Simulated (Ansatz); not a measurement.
**CdInS₂: a line through a two-coordinate scan**

An exercise on one series of results from a longer session: the logs are not shown, and one member is left open.

Program: Ansatz 0.2.0. Level of theory: DFT PBE, scalar-relativistic, plane waves, PAW. These are calculated values, not measurements.

16 further runs of the same task are left out: 16 set aside as unsound or not needed.

## The structure to begin with

Symmetry: P-3m1, No. 164, trigonal system. The conventional cell has a = 3.871 Å, b = 3.871 Å, c = 6.811 Å, α = 90.00°, β = 90.00°, γ = 120.00°. Around Cd (site symmetry -3m) lie 6 S at 2.78 Å. In (site symmetry -3m) is surrounded by 6 S at 2.84 Å. S (site symmetry 3m) has 3 Cd at 2.78 Å and 3 In at 2.84 Å as nearest neighbours.

As a file:

```cif
data_structure
_symmetry_space_group_name_H-M 'P 1'
_symmetry_Int_Tables_number 1
_cell_length_a 3.8709
_cell_length_b 3.8709
_cell_length_c 6.8111
_cell_angle_alpha 90.000
_cell_angle_beta 90.000
_cell_angle_gamma 120.000
_cell_volume 88.38
loop_
_atom_site_label
_atom_site_type_symbol
_atom_site_fract_x
_atom_site_fract_y
_atom_site_fract_z
_atom_site_occupancy
Cd1 Cd 0.00000 0.00000 0.00000 1
In1 In 0.00000 0.00000 0.50000 1
S1 S 0.66667 0.33333 0.75786 1
S2 S 0.33333 0.66667 0.24214 1
```

It goes back to an entry of the Materials Project, which need not be the stable form.

It is the result of an earlier relaxation at this level (volume 22.10 Å³/atom; gap on the mesh: none (metal)).

## Plan of the line

The energy is mapped over volume and the cell's shape.

First coordinate, volume per atom: 7 values from 18.56 to 25.63 Å³. Second coordinate, c/a of the conventional cell: 7 values from 1.467 to 2.111.

Nothing else is relaxed (fractional coordinates fixed). Energies count from the relaxed crystal. Points are written as (first, second).

The first run:

Input file input.yaml:

```yaml
crystal:
  lattice:
    - [3.7269108105, 0.0, 0.0]
    - [-1.8634554052, 3.2275994396, 0.0]
    - [0.0, 0.0, 6.1717643023]
  atoms:
    - { symbol: Cd, position: [0.0, 0.0, 0.0] }
    - { symbol: In, position: [0.0, 0.0, 0.5] }
    - { symbol: S, position: [0.6666666667, 0.3333333333, 0.7578554487] }
    - { symbol: S, position: [0.3333333333, 0.6666666667, 0.2421445513] }
basis:
  ecutwfc: 420
kpoints:
  mp_grid: { grid: [15, 15, 8] }
hamiltonian:
  xc: pbe
scf:
  occupations: { method: gaussian, width: 0.15 }
output:
  forces: true
  stress: true
  eigenvalues: true
  write_density: true
  write_potential: true
  elf: true
  volumetric_format: npy
```

Run with:

```sh
$ ansatz run input.yaml --threads 2 --pin off --max-ram 4096MiB --backend cpu --events-out ev --progress --plain --runs-dir out
```

Among the steps run: Grid point (18.56 Å³, 1.656); Grid point (19.74 Å³, 1.656); Grid point (20.92 Å³, 1.656); The run at (22.10 Å³, 1.656); The run at (23.27 Å³, 1.656); The run at (24.45 Å³, 1.656); Point (25.63 Å³, 1.656).

One table of the session follows, with a row left open; its other results are not shown here.

```
volume per atom (Å³)  energy (meV/atom)  slope (meV/atom per Å³)  pressure (GPa)  largest force on an atom (eV/Å)
               18.56                183                     −107            17.2                            0.083
               19.74                 84                      −62             9.9                            0.019
               20.92                 32                      −28             4.6                            0.033
               22.10                 14                       −4             0.6                            0.070
               23.27                  ?                        ?               ?                                ?
               24.45                 46                       28            −4.5                            0.118
               25.63                 86                       38            −6.1                            0.137
```

Estimate the missing values for volume per atom (Å³) = 23.27.

Worked estimate for «energy (meV/atom)». A straight line through the neighbours (22.10, 14) and (24.45, 46) gives 14 + (46 − 14) × (23.27 − 22.10) / (24.45 − 22.10) = 30; a parabola fitted to 4 rows on both sides gives 20.

The run gave: energy (meV/atom): 21; slope (meV/atom per Å³): 15; pressure (GPa): −2.3; largest force on an atom (eV/Å): 0.097. In «energy (meV/atom)» the line misses by +9 and the parabola by -1.

Energies count from the relaxed crystal. Slopes come from the forces (and the stress, where the cell changes), not from differences of energies.

To keep in mind: This is one cut through a surface in two coordinates; the map's lowest point lies off it. The final runs have no spin polarisation, so no magnetic state was tried and one may lie lower.
